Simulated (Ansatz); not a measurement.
**C2H7BN2: up Jacob's ladder to CCSD(T)**

The task here is to estimate one member of a computed series from the others.

The runs use Ansatz 0.2.0, Gaussian basis; functionals in def2-TZVPP, the program's frozen cores in correlated methods.

Levels to be run: PBE-D4, r2SCAN-D4, PBE0-D4, B3LYP-D4, ωB97X-V, ωB97M-V, B2PLYP; CCSD(T)/def2-TZVPP; MP2/def2-QZVPP; extrapolation to the limit.

## The geometry

The geometry comes from an earlier relaxation with PBE0-D4 in a triple-zeta def2 set; it is a stationary point, not always the lowest conformer.

SMILES `BCC(=N)N`, 12 atoms, charge 0, spin multiplicity 1.

Atoms are counted from 1 here; the program's logs count them from 0.

Bond lengths: B1–C2 1.550 Å, B1–H6 1.196 Å, B1–H7 1.200 Å, C2–C3 1.501 Å, C2–H8 1.109 Å, C2–H9 1.091 Å, C3–N4 1.273 Å, C3–N5 1.378 Å, N4–H10 1.020 Å, N5–H11 1.007 Å, N5–H12 1.007 Å. Angles: C2–B1–H6 119.9°, C2–B1–H7 121.7°, H6–B1–H7 118.3°, B1–C2–C3 118.8°, B1–C2–H8 101.0°, B1–C2–H9 113.1°, C3–C2–H8 108.6°, C3–C2–H9 108.9°, H8–C2–H9 105.1°, C2–C3–N4 118.8°, C2–C3–N5 114.8°, N4–C3–N5 126.4°, C3–N4–H10 111.6°, C3–N5–H11 116.7°, C3–N5–H12 116.9°, H11–N5–H12 114.0°.

The first run:

Input file in.yaml:

```yaml
crystal:
  periodic: [false, false, false]
  atoms:
    - {symbol: B, position_ang: [-1.442831, 0.823135, 0.688526]}
    - {symbol: C, position_ang: [-0.045992, 0.201738, 0.944092]}
    - {symbol: C, position_ang: [0.805682, -0.172293, -0.233622]}
    - {symbol: N, position_ang: [1.977456, 0.316106, -0.322612]}
    - {symbol: N, position_ang: [0.228569, -1.075015, -1.099410]}
    - {symbol: H, position_ang: [-2.000192, 1.415388, 1.564845]}
    - {symbol: H, position_ang: [-2.023521, 0.665591, -0.349980]}
    - {symbol: H, position_ang: [-0.322084, -0.723456, 1.489623]}
    - {symbol: H, position_ang: [0.557191, 0.777651, 1.647268]}
    - {symbol: H, position_ang: [2.453229, -0.001490, -1.166682]}
    - {symbol: H, position_ang: [0.666964, -1.182945, -1.999133]}
    - {symbol: H, position_ang: [-0.777371, -1.099610, -1.128913]}
basis:
  gaussian: {orbitals: def2-TZVPP}
hamiltonian: {xc: pbe, dispersion: d4}
output: {forces: true, orbitals: {seedname: orbitals}}
```

Run with:

```
> ansatz run in.yaml --threads 4 --pin off --events-out ev --progress --plain --max-ram 10444MiB
```

Steps of the session up to this table: PBE-D4 (GGA); r2SCAN-D4 (meta-GGA); PBE0-D4 (hybrid); B3LYP-D4 (hybrid); ωB97X-V (range-separated); ωB97M-V (range-separated); B2PLYP (double hybrid); CCSD(T) in def2-TZVPP; MP2 in def2-QZVPP.

One table of the session follows, with a row left open; its other results are not shown here.

```
            method  atomisation energy (eV)
            PBE-D4                   48.855
         r2SCAN-D4                   47.484
           PBE0-D4                   47.806
          B3LYP-D4                   47.766
           ωB97X-V                   47.617
           ωB97M-V                   47.697
            B2PLYP                        ?
     HF/def2-TZVPP                   33.597
    MP2/def2-TZVPP                   46.654
   CCSD/def2-TZVPP                   45.152
CCSD(T)/def2-TZVPP                   45.904
           MP2/CBS                   47.956
       CCSD(T)/CBS                   47.206
```

Estimate the missing values for B2PLYP.

**Answer.** atomisation energy (eV): 47.090. In the column «atomisation energy (eV)» it lies between MP2/def2-TZVPP (46.654) and CCSD(T)/CBS (47.206).

Among the levels timed on like hardware and quicker than the yardstick, those that no quicker one beats, quickest first: PBE-D4 (2.3 s, +1.649 eV); PBE0-D4 (2.4 s, +0.600 eV); B3LYP-D4 (4 s, +0.559 eV); r2SCAN-D4 (4.2 s, +0.278 eV); B2PLYP (4.9 s, -0.116 eV).

B2PLYP carry no dispersion term (for B3LYP, D4 adds 0.346 eV).
